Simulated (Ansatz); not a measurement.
Geometry optimisation, DFT PBE, scalar-relativistic, plane waves, PAW (Ansatz 0.2.0).

Input:

```yaml
crystal:
  lattice:
    - [6.32, 0.0, 0.0]
    - [0.0, 6.32, 0.0]
    - [0.0, 0.0, 6.32]
  atoms:
    - { symbol: W, position: [-0.002152, 0.0100861, -0.0059456] }
    - { symbol: W, position: [0.5005208, -0.0077513, -0.0055638] }
    - { symbol: W, position: [0.002522, 0.5016783, -0.0032044] }
    - { symbol: W, position: [-0.0024196, 0.0037753, 0.4980226] }
    - { symbol: W, position: [0.2482004, 0.2602071, 0.2585566] }
    - { symbol: W, position: [0.5093062, 0.4951694, 0.0008637] }
    - { symbol: W, position: [0.4936664, 0.0041167, 0.5086609] }
    - { symbol: W, position: [0.7506978, 0.2500274, 0.2570884] }
    - { symbol: W, position: [-0.0076257, 0.4906, 0.5001636] }
    - { symbol: W, position: [0.2464862, 0.7564094, 0.2587418] }
    - { symbol: W, position: [0.2535233, 0.2501671, 0.7454155] }
    - { symbol: W, position: [0.5010243, 0.4978942, 0.4964258] }
    - { symbol: W, position: [0.7493413, 0.7439189, 0.2454591] }
    - { symbol: W, position: [0.2510851, 0.7586633, 0.7557979] }
    - { symbol: W, position: [0.7507481, 0.7471042, 0.7597983] }
basis:
  ecutwfc: 420.0
kpoints:
  mp_grid: { grid: [3, 3, 3] }
hamiltonian:
  xc: pbe
  pseudopotentials: { kind: paw, azcp: { folder: soft_1 } }
scf:
  occupations: { method: gaussian, width: 0.15 }
  lower_state_search: "off"
relax:
  f_tol: 0.03
  max_steps: 60
  adjacent_minimum: "off"
```

Run as:

```bash
$ ansatz run input.yaml --threads 4 --pin off --max-ram 10240MiB --backend cpu --events-out ev --progress --plain --runs-dir out
```

Q: Where does it end, and by what steps?

A: It converged. Limits of this set-up: coarse k mesh, a small cell, in which the defect meets its images, a typed lattice constant that wasn't relaxed here. After 3 steps the energy has fallen by 0.404 eV; W5 moved furthest, 0.08 Å.

```json
{"step": "0", "energy less start (eV)": "0.0000", "largest force component (eV/Å)": "1.406", "accepted": "yes"}
{"step": "1", "energy less start (eV)": "0.5575", "largest force component (eV/Å)": "2.771", "accepted": "no"}
{"step": "2", "energy less start (eV)": "-0.4029", "largest force component (eV/Å)": "0.065", "accepted": "yes"}
{"step": "3", "energy less start (eV)": "-0.4039", "largest force component (eV/Å)": "0.010", "accepted": "yes"}
```

```xyz
15
Lattice="6.3200 0.0000 0.0000 0.0000 6.3200 0.0000 0.0000 0.0000 6.3200" Properties=species:S:1:pos:R:3
W -0.018 0.021 -0.007
W 3.173 0.020 -0.007
W -0.017 3.150 -0.007
W -0.017 0.020 3.184
W 1.578 1.585 1.588
W 3.173 3.150 -0.007
W 3.173 0.020 3.184
W 4.738 1.585 1.589
W -0.018 3.149 3.184
W 1.578 4.745 1.589
W 1.578 1.585 4.748
W 3.173 3.150 3.184
W 4.738 4.745 1.588
W 1.578 4.745 4.749
W 4.738 4.745 4.748
```

Whether the end is a true minimum wasn't checked by a vibrational analysis.

Time of the run: 53 s on 4 threads of Arm Neoverse V1, on a shared host, peak memory 0.99 GiB.
